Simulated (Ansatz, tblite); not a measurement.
# W(NH)2(OH)2 (H₄N₂O₂W): which spin state is lowest

Is the singlet the ground state of W(NH)2(OH)2 (H₄N₂O₂W)? Other spin states are computed and compared level by level.

The runs use Ansatz 0.2.0, Gaussian basis; as each input shows.

Levels to be run: triplet, at the geometry of the singlet (GFN1-xTB, GFN2-xTB, PBE0-D4/def2-TZVP, PBE-D4/def2-TZVP, r2SCAN-D4/def2-TZVP); the singlet's energies come from earlier runs.

## 1. The structure

The singlet was relaxed beforehand with PBE-D4/def2-SVP.

9 atoms, charge 0, spin multiplicity 1.

Bond lengths: W1–N2 1.769 Å, W1–N4 1.769 Å, W1–O6 1.923 Å, W1–O8 1.923 Å, N2–H3 1.023 Å, N4–H5 1.023 Å, O6–H7 0.974 Å, O8–H9 0.974 Å. Angles: N2–W1–N4 112.2°, N2–W1–O6 108.5°, N2–W1–O8 107.0°, N4–W1–O6 107.0°, N4–W1–O8 108.5°, O6–W1–O8 113.7°, W1–N2–H3 156.6°, W1–N4–H5 156.6°, W1–O6–H7 119.7°, W1–O8–H9 119.7°.

Geometry (Å):

```mol
H4N2O2W
  3D, bonds by distance, orders not assigned

  9  8  0  0  0  0  0  0  0  0999 V2000
   -0.1109   -0.0203   -0.0711 W   0  0
   -0.0996    0.2905    1.6700 N   0  0
    0.3122    0.4638    2.5902 H   0  0
    1.5181   -0.0313   -0.7599 N   0  0
    2.5372    0.0573   -0.7623 H   0  0
   -1.0779    1.3971   -0.9388 O   0  0
   -1.6708    1.9672   -0.4167 H   0  0
   -0.8942   -1.7577   -0.3262 O   0  0
   -0.5142   -2.3666   -0.9851 H   0  0
  1  2  8  0
  1  4  8  0
  1  6  8  0
  1  8  8  0
  2  3  8  0
  4  5  8  0
  6  7  8  0
  8  9  8  0
M  END
```

Formally the metal is d0. W takes a core potential in the def2 sets. No spin-orbit coupling is included.

## 2. Triplet at the fixed geometry, GFN1-xTB

Tight binding, by tblite at 300 K electronic temperature and without a spin-polarisation term:

```python
tblite.interface.Calculator('GFN1-xTB', numbers, positions, charge=0, uhf=2).singlepoint()
```

Energy -548.4087 eV; 0.005 s.

## 3. Triplet at the fixed geometry, GFN2-xTB

Tight binding, by tblite at 300 K electronic temperature and without a spin-polarisation term:

```python
tblite.interface.Calculator('GFN2-xTB', numbers, positions, charge=0, uhf=2).singlepoint()
```

Energy -498.2597 eV; 0.006 s.

## 4. Triplet at the fixed geometry, PBE0-D4/def2-TZVP

Input file in.yaml:

```yaml
crystal:
  periodic: [false, false, false]
  atoms:
    - {symbol: W, position_ang: [-0.110895, -0.020341, -0.071135]}
    - {symbol: N, position_ang: [-0.099615, 0.290523, 1.669968]}
    - {symbol: H, position_ang: [0.312221, 0.463819, 2.590201]}
    - {symbol: N, position_ang: [1.518122, -0.031275, -0.759882]}
    - {symbol: H, position_ang: [2.537243, 0.057276, -0.762264]}
    - {symbol: O, position_ang: [-1.077853, 1.397091, -0.938807]}
    - {symbol: H, position_ang: [-1.670834, 1.967166, -0.416705]}
    - {symbol: O, position_ang: [-0.894155, -1.757698, -0.326240]}
    - {symbol: H, position_ang: [-0.514225, -2.366561, -0.985135]}
basis:
  gaussian: {orbitals: def2-TZVP}
magnetization: {spin_polarized: true, initial_magnetization: 2}
hamiltonian: {xc: pbe0, dispersion: d4}
scf: {omitted_lower_state_checks: [starts]}
output: {orbitals: {seedname: orbitals}}
```

On the command line:

```bash
$ ansatz run in.yaml --threads 4 --pin off --events-out ev --progress --plain --max-ram 3916MiB
```

Standard output:

```text
Functional definition: PBE0
  name "PBE0"
  cite "Adamo & Barone, J. Chem. Phys. 110, 6158 (1999) doi:10.1063/1.478522"
  cite "Perdew, Burke & Ernzerhof, Phys. Rev. Lett. 77, 3865 (1996) doi:10.1103/PhysRevLett.77.3865"
  parent pbe
  parameter a = 0.25
  parameter kappa = 0.804
  parameter beta = 0.06672455060314922
  exchange = (1 - a)*pbe_x(kappa = kappa, mu = beta*pi^2/3) + a*exact_x
  correlation = pbe_c(beta = beta)
these checks for a lower state are left out or cut short: starts
1188 factors; their error is unknown
mean field evaluation 1: about -8942.7329 eV, gradient 6.9e1 eV
mean field evaluation 2: about -8892.5652 eV, gradient 1.3e2 eV
mean field evaluation 4: about -8958.8463 eV, gradient 7.7e0 eV
mean field evaluation 8: about -8959.1182 eV, gradient 3.8e-1 eV
mean field evaluation 16: about -8959.1844 eV, gradient 2.5e-1 eV
mean field evaluation 32: about -8959.1852 eV, gradient 1.4e-3 eV
mean field -8959.18515558 eV, -329.2439817136 hartree, gradient 7.1e-6 eV, S^2 2.021123; 0 other end points of the search recorded, 0 dependent functions left out
reference -8959.18518778 eV, -329.2439828971 hartree; 25, 23 occupied and 163, 165 virtual orbitals, 1188 factors
Total energy: -8959.35990170 eV, -329.2504035152 hartree
Checks for a lower state left out: starts
```

Run time: 14 s. Hardware: 4 threads of Arm Neoverse V1, shared host; peak memory 0.77 GiB.

From the report: HOMO -3.10 eV, LUMO -5.07 eV (over both spins; with the spin held, an empty level of the minority spin lies below the top filled one); ⟨S²⟩ 2.021 (pure: 2.00).

## 5. Triplet at the fixed geometry, PBE-D4/def2-TZVP

start.molden holds the orbitals of an earlier run on this state, given as this run's starting guess.

in.yaml: that of step 4 with these lines changed.

```diff
@@ -13,5 +13,5 @@
 basis:
-  gaussian: {orbitals: def2-TZVP}
+  gaussian: {orbitals: def2-TZVP, initial_orbitals: start.molden}
 magnetization: {spin_polarized: true, initial_magnetization: 2}
-hamiltonian: {xc: pbe0, dispersion: d4}
+hamiltonian: {xc: pbe, dispersion: d4}
 scf: {omitted_lower_state_checks: [starts]}
```

Same command.

Standard output:

```text
Functional definition: PBE
  name "PBE"
  cite "Perdew, Burke & Ernzerhof, Phys. Rev. Lett. 77, 3865 (1996) doi:10.1103/PhysRevLett.77.3865"
  parent pbe
  parameter kappa = 0.804
  parameter beta = 0.06672455060314922
  exchange = pbe_x(kappa = kappa, mu = beta*pi^2/3)
  correlation = pbe_c(beta = beta)
these checks for a lower state are left out or cut short: starts
1112 factors; their error is unknown
mean field evaluation 1: about -8961.0163 eV, gradient 7.5e0 eV
mean field evaluation 2: about -8961.2287 eV, gradient 2.9e-1 eV
mean field evaluation 4: about -8961.2207 eV, gradient 1.3e-1 eV
mean field evaluation 8: about -8961.2210 eV, gradient 2.7e-4 eV
mean field evaluation 16: about -8961.2210 eV, gradient 9.3e-6 eV
mean field -8961.22098481 eV, -329.3187970579 hartree, gradient 6.3e-6 eV, S^2 2.006427; 0 other end points of the search recorded, 0 dependent functions left out
reference -8961.22103198 eV, -329.3187987915 hartree; 25, 23 occupied and 163, 165 virtual orbitals, 1112 factors
Total energy: -8961.42666195 eV, -329.3263555536 hartree
Checks for a lower state left out: starts
```

Run time: 6 s. Hardware: 4 threads of Arm Neoverse V1, shared host.

Report: HOMO -1.65 eV, LUMO -5.98 eV (over both spins; with the spin held, an empty level of the minority spin lies below the top filled one); ⟨S²⟩ 2.006 (pure: 2.00).

## 6. Triplet at the fixed geometry, r2SCAN-D4/def2-TZVP

in.yaml: that of step 5 with these lines changed.

```diff
@@ -15,3 +15,3 @@
 magnetization: {spin_polarized: true, initial_magnetization: 2}
-hamiltonian: {xc: pbe, dispersion: d4}
+hamiltonian: {xc: r2scan, dispersion: d4}
 scf: {omitted_lower_state_checks: [starts]}
```

Launched as before.

Standard output (excerpt; [...] marks lines left out):

```text
Functional definition: r2SCAN
  name "r2SCAN"
  cite "Furness, Kaplan, Ning, Perdew & Sun, J. Phys. Chem. Lett. 11, 8208 (2020) doi:10.1021/acs.jpclett.0c02405"
  cite "Furness, Kaplan, Ning, Perdew & Sun, J. Phys. Chem. Lett. 11, 9248 (2020) doi:10.1021/acs.jpclett.0c03077"
  parent r2scan
[...]
1112 factors; their error is unknown
[...]
mean field -8965.07200339 eV, -329.4603193804 hartree, gradient 9.9e-6 eV, S^2 2.015749; 0 other end points of the search recorded, 0 dependent functions left out
reference -8965.07201886 eV, -329.4603199489 hartree; 25, 23 occupied and 163, 165 virtual orbitals, 1112 factors
Total energy: -8965.12107770 eV, -329.4621228280 hartree
Checks for a lower state left out: starts
```

Wall time 17 s (4 threads of Arm Neoverse V1, shared host).

Report: HOMO -1.93 eV, LUMO -5.76 eV (over both spins; with the spin held, an empty level of the minority spin lies below the top filled one); ⟨S²⟩ 2.016 (pure: 2.00).

## 7. Triplet less singlet, vertical

The singlet's energies are those of its earlier runs, whose logs aren't repeated here.

```csv
level,"triplet less singlet, vertical (kcal/mol)",time
GFN1-xTB,+106.2,0.017 s
GFN2-xTB,+84.7,0.012 s
PBE-D4/def2-TZVP,+103.4,7.7 s
r2SCAN-D4/def2-TZVP,+102.6,20 s
PBE0-D4/def2-TZVP,+101.3,16 s
```

Times add the two runs; a level without a time comes out of a correlated run. Tight binding without a spin term can't rank spin states.

## 8. Summary of results

| quantity | value |
| --- | --- |
| triplet less singlet, vertical, functionals in def2-TZVP | +101.3 (PBE0-D4) to +103.4 kcal/mol (PBE-D4) |

**Reading.** All functionals put the triplet above the singlet, over a spread of 2.1 kcal/mol. The checks for a lower triplet were left out, so another state of that spin may lie lower. The singlet here is a closed shell; an open-shell singlet can lie lower. These are electronic energies, without zero-point motion, entropy or surroundings. Spin-orbit coupling is left out too; for so heavy a metal it can shift spin gaps by tenths of an eV.
